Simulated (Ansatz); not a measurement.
Working through an atomisation energy of BF2GeH3, SMILES F[BH][GeH2][F]

Program: Ansatz 0.2.0, Python API.

At the Python prompt:
```pycon
>>> from collections import Counter
>>> import ansatz as az
>>> def energy_of(molecule, charge=0, unpaired=0):
...     calc = molecule.calculation().basis(gaussian='def2-SVP').functional('PBE0', dispersion='d3bj')
...     if charge:
...         calc = calc.charge(charge)
...     if unpaired:
...         calc = calc.spin('collinear', total=unpaired)
...     return calc.run(threads=1).report['free_energy_ev']
...
>>> GEOMETRY = '''
... F    -1.29370   -1.73400    0.72740
... B    -0.06640   -1.16590    0.30040
... Ge    0.08250    0.78790   -0.20280
... F    -0.87650    1.16040   -1.53990
... H     0.88150   -1.88030    0.23120
... H    -0.27440    1.67760    1.02810
... H     1.60830    1.08640   -0.59000
... '''
>>> bf2geh3 = az.Crystal.molecule()
>>> for line in GEOMETRY.strip().splitlines():
...     symbol, *xyz = line.split()
...     bf2geh3 = bf2geh3.atom(symbol, [float(v) for v in xyz])
...
>>> # Hund ground states
>>> unpaired = {'F': 1, 'B': 1, 'Ge': 2, 'H': 1}
>>> counts = Counter(site.symbol for site in bf2geh3.cartesian_sites)
>>> atom_energy = {s: energy_of(az.Crystal.molecule().atom(s, (0, 0, 0)), 0, unpaired[s]) for s in counts}

>>> whole = energy_of(bf2geh3, 0, 0)
>>> for s, e in atom_energy.items():
...     print(f'{s:2s} x{counts[s]}  {e:14.5f} eV')
...
F  x2     -2708.86787 eV
B  x1      -669.10954 eV
Ge x1    -56501.58830 eV
H  x3       -13.61361 eV
>>> print(f'BF2GeH3: {whole:.5f} eV')
BF2GeH3: -62653.13297 eV
>>> split = sum(counts[s] * e for s, e in atom_energy.items()) - whole
>>> print(f'atomisation energy (no zero-point term): {split:.3f} eV, {split / sum(counts.values()):.3f} eV an atom')
atomisation energy (no zero-point term): 23.859 eV, 3.408 eV an atom
```

23.859 eV from the electronic energies, without the zero-point term.

What to keep in mind:
- Total energies depend on the basis set; only differences at equal settings carry meaning.
- The geometry is a force-field or estimated start, not a minimum of this method, and the basis set is short of its limit. All parts are taken at fixed geometry, without zero-point energy.
- Wall time of the script: 3.8 s on 1 thread of Arm Neoverse V1, with other jobs on the host, peak memory 0.23 GiB.

(Lines on the test bed's own set-up are left out of the output.)
